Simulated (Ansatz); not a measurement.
This script for the interaction energy of a dimer with the counterpoise correction of ClH2NSi, SMILES N[Si]Cl with Ansatz 0.2.0 through its Python package holds a mistake.

`clh2nsi.py`:
```python
'''Binding of a ClH2NSi dimer at a trial geometry.'''

import ansatz as az

BASIS_SET = 'def-2SVP'
METHOD = 'mp2'

FIRST = [
    ('N', (0.0148, 0.8485, -0.112)),
    ('Si', (0.4043, -0.1929, 1.1131)),
    ('Cl', (0.0162, -2.0643, 0.3671)),
    ('H', (-0.9326, 0.7423, -0.3836)),
    ('H', (0.4971, 0.6663, -0.9845)),
]
SECOND = [
    ('N', (3.8642, 0.0103, -0.7162)),
    ('Si', (4.3497, 1.1148, 0.4159)),
    ('Cl', (4.1762, 2.9383, -0.5083)),
    ('H', (4.4199, 0.07, -1.5349)),
    ('H', (2.9362, 0.1744, -1.089)),
]

def energy(atoms, ghosts=()):
    molecule = az.Crystal.molecule()
    for symbol, xyz in atoms:
        molecule = molecule.atom(symbol, xyz)
    calc = (
        molecule.calculation()
        .basis(gaussian=BASIS_SET)
        .correlation(METHOD)
    )
    deck = calc.input()
    if ghosts:
        deck = deck.set(az.key.basis.gaussian.ghost_atoms, [{'symbol': s, 'position_ang': list(xyz)} for s, xyz in ghosts])
    return az.Session.from_dict(deck).plan().execute().report['free_energy_ev']

# monomers in their own basis and in the basis of the dimer
both = energy(FIRST + SECOND)
alone = energy(FIRST) + energy(SECOND)
ghosted = energy(FIRST, SECOND) + energy(SECOND, FIRST)
print(f'dimer {both:.6f} eV')
print(f'interaction, uncorrected   {96.485332 * (both - alone):8.3f} kJ/mol')
print(f'interaction, counterpoise  {96.485332 * (both - ghosted):8.3f} kJ/mol')
print(f'basis-set superposition    {96.485332 * (alone - ghosted):8.3f} kJ/mol')
```

```console
$ python clh2nsi.py
Traceback (most recent call last):
  File "clh2nsi.py", line 38, in <module>
    both = energy(FIRST + SECOND)
  File "clh2nsi.py", line 35, in energy
    return az.Session.from_dict(deck).plan().execute().report['free_energy_ev']
           ~~~~~~~~~~~~~~~~~~~~^^^^^^
ansatz.GaussianBasisError: pseudopotentials/gaussian/def-2svp.bse can't be read: No such file or directory (os error 2)
```

What is wrong, and how is it mended?

The fault: the library has no basis set of that name. The correction:

```diff
--- before
+++ after
@@ -4,3 +4,3 @@
 
-BASIS_SET = 'def-2SVP'
+BASIS_SET = 'def2-SVP'
 METHOD = 'mp2'
```

With that change:

```console
$ python clh2nsi.py
dimer -43764.757495 eV
interaction, uncorrected      0.128 kJ/mol
interaction, counterpoise     5.559 kJ/mol
basis-set superposition       5.431 kJ/mol
```

What to keep in mind:
- Total energies depend on the basis set; only differences at equal settings carry meaning.
- The dimer is a generated trial pose of unrelaxed monomers, not a minimum, so the figure is no binding energy, and the basis set is small.
- Finished in 7.2 s on 1 thread of Arm Neoverse V2 (shared host), peak memory 0.36 GiB.
